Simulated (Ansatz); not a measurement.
**ClFH3OSi2 radical: up Jacob's ladder to CCSD(T)**

How much do the methods differ for ClFH3OSi2 radical? The plan is to run it at one geometry with functionals of several rungs and with coupled cluster. The yardstick is the atomisation energy at the CCSD(T) limit.

Method: functionals in def2-TZVPP, the program's frozen cores in correlated methods; program: Ansatz 0.2.0, Gaussian basis.

Plan: LDA (SPW92), PBE-D4, revPBE-D4, BLYP-D4, r2SCAN-D4, B97M-V, PBE0-D4, B3LYP-D4, r2SCANh-D4, r2SCAN0-D4, HSE06-D4, BHLYP-D4, CAM-B3LYP-D4, LC-ωPBE, ωB97X-V, ωB97M-V, B2PLYP, PBE-QIDH; CCSD(T)/def2-SVP; CCSD(T)/def2-TZVPP; MP2/def2-QZVPP; extrapolation to the limit; RPA on PBE.

## 1. The relaxed structure

An earlier PBE0-D4 in a triple-zeta def2 set relaxation fixed the geometry.

SMILES `F[Si](Cl)O[SiH3]`, 8 atoms, charge 0, spin multiplicity 2.

Atoms are counted from 1 here; the program's logs count them from 0.

Bond lengths: F1–Si2 1.595 Å, Si2–Cl3 2.047 Å, Si2–O4 1.609 Å, O4–Si5 1.649 Å, Si5–H6 1.483 Å, Si5–H7 1.482 Å, Si5–H8 1.481 Å. Angles: F1–Si2–Cl3 107.7°, F1–Si2–O4 109.0°, Cl3–Si2–O4 109.5°, Si2–O4–Si5 150.3°, O4–Si5–H6 109.6°, O4–Si5–H7 109.3°, O4–Si5–H8 107.6°, H6–Si5–H7 109.9°, H6–Si5–H8 110.1°, H7–Si5–H8 110.3°.

## 2. LDA

This LDA is Slater exchange with PW92 correlation.

in.yaml reads:

```yaml
crystal:
  periodic: [false, false, false]
  atoms:
    - {symbol: F, position_ang: [-1.121324, 1.008719, -1.921490]}
    - {symbol: Si, position_ang: [-1.302592, -0.398647, -1.193575]}
    - {symbol: Cl, position_ang: [-0.844233, -1.863547, -2.547729]}
    - {symbol: O, position_ang: [-0.285380, -0.478872, 0.050638]}
    - {symbol: Si, position_ang: [0.697592, 0.262725, 1.147587]}
    - {symbol: H, position_ang: [0.004888, 1.444701, 1.716436]}
    - {symbol: H, position_ang: [1.949421, 0.685613, 0.475405]}
    - {symbol: H, position_ang: [0.993829, -0.717792, 2.216930]}
basis:
  gaussian: {orbitals: def2-TZVPP}
magnetization: {spin_polarized: true, initial_magnetization: 1}
hamiltonian: {xc: lda}
output: {orbitals: {seedname: orbitals}}
```

On the command line:

```sh
$ ansatz run in.yaml --threads 4 --pin off --events-out ev --progress --plain --max-ram 10444MiB
```

Further steps of the session: PBE-D4 (GGA); revPBE-D4 (GGA); BLYP-D4 (GGA); r2SCAN-D4 (meta-GGA); B97M-V (meta-GGA); B3LYP-D4 (hybrid); r2SCANh-D4 (hybrid); r2SCAN0-D4 (hybrid); HSE06-D4 (hybrid); BHLYP-D4 (hybrid); CAM-B3LYP-D4 (range-separated); LC-ωPBE (range-separated); ωB97X-V (range-separated); ωB97M-V (range-separated); B2PLYP (double hybrid); PBE-QIDH (double hybrid); CCSD(T) in def2-SVP; CCSD(T) in def2-TZVPP; MP2 in def2-QZVPP; RPA on PBE orbitals.

Q: Predict the results of all the runs planned. Wanted: atomisation energy, CCSD(T)/CBS; farthest beyond LDA; mean size of error, GGA; mean size of error, meta-GGA; mean size of error, hybrid; mean size of error, range-separated; mean size of error, double hybrid; gap, smallest and largest; T1 diagnostic.

As calculated:

```
                               quantity                                                      value
        atomisation energy, CCSD(T)/CBS                                             680.8 kcal/mol
functionals within 3.4 kcal/mol (0.5 %)  PBE-D4, r2SCAN-D4, B97M-V, CAM-B3LYP-D4, ωB97X-V, ωB97M-V
                    farthest beyond LDA                                  BHLYP-D4 (-24.1 kcal/mol)
                mean size of error, GGA                                               9.1 kcal/mol
           mean size of error, meta-GGA                                               1.2 kcal/mol
             mean size of error, hybrid                                              11.8 kcal/mol
    mean size of error, range-separated                                               3.2 kcal/mol
      mean size of error, double hybrid                                              11.3 kcal/mol
              gap, smallest and largest                   1.36 eV (LDA (SPW92)), 9.15 eV (LC-ωPBE)
                          T1 diagnostic                                                     0.0131
triples share of the correlation energy                                                      3.4 %
```

What this shows: The LDA atomisation energy is off by 87.1 kcal/mol (13 %): it overbinds. PBE-D4 misses by -0.9 kcal/mol. Double hybrids carry the basis error of their MP2 part in triple zeta, and no dispersion term here, so their miss is partly the set-up's. The rungs meta-GGA, range-separated miss on average by less than the doubt on the reference (3.4 kcal/mol), so they tie. Misses under about 3.4 kcal/mol are within the doubt on the reference itself, which lacks core-valence correlation, relativity and higher excitations. Hartree-Fock recovers 75 % of the binding; the rest is correlation. CCSD(T) in def2-SVP is off by -66.6 kcal/mol, worse than the median functional, from the basis alone. The gap grows from 1.4 to 9.2 eV across the functionals, mostly with the share of exact exchange.
